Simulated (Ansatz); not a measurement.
What does this script print? It uses Ansatz 0.2.0, Python API.

`cas_h4sesi2.py`
```python
'''Static correlation in H4SeSi2: natural occupations of an active space.'''

import warnings

import ansatz


def main() -> None:
    warnings.simplefilter('ignore', ansatz.DeckWarning)

    geometry_ang = [
        ('Si', (-0.924, -0.2313, -0.5018)),
        ('Si', (0.9342, -0.0223, 0.5694)),
        ('Se', (0.1384, 1.8019, -0.6109)),
        ('H', (-0.8247, -0.9383, -1.7723)),
        ('H', (-2.1655, -0.1371, 0.3236)),
        ('H', (0.8037, 0.1458, 2.0256)),
        ('H', (2.0992, -0.6868, -0.0792)),
    ]
    mol = ansatz.Crystal.molecule()
    for symbol, xyz in geometry_ang:
        mol = mol.atom(symbol, xyz)

    base = mol.calculation()
    base = base.basis(gaussian='def2-SVP')
    base = base.correlation(active_electrons=4, active_orbitals=5)
    for method in ['sc_nevpt2']:
        data = (base if method is None else base.correlation(method)).run().report
        space = data['configurations']
        state = space['states'][0]
        print(method or 'casscf', f'total {data["free_energy_ev"] / 27.211386246:.6f} Ha, active-space state {state["energy"]["hartree"]:.6f} Ha, mean field {data["reference_energy_ev"] / 27.211386246:.6f} Ha')
        print('  determinants', state['n_determinants'], ' natural occupations', [round(n, 3) for n in space['natural_occupations']])
    print('effectively unpaired electrons, sum of min(n, 2 - n):', round(sum(min(n, 2 - n) for n in space['natural_occupations']), 3))


if __name__ == '__main__':
    main()
```

Output of `python cas_h4sesi2.py`:
```text
sc_nevpt2 total -2979.989870 Ha, active-space state -2979.599233 Ha, mean field -2979.563023 Ha
  determinants 100  natural occupations [1.969, 1.966, 0.035, 0.019, 0.01]
effectively unpaired electrons, sum of min(n, 2 - n): 0.129
```

Reading the output:
- Total energies depend on the basis set; only differences at equal settings carry meaning.
- The geometry is a force-field or estimated start, not a minimum of this method, and the basis set is short of its limit. The active space starts as a window about the frontier orbitals and is then optimised, not chosen by chemistry.
- Hardware and time: 11 s on 1 thread of Arm Neoverse V2, with other jobs on the host, peak memory 0.31 GiB.
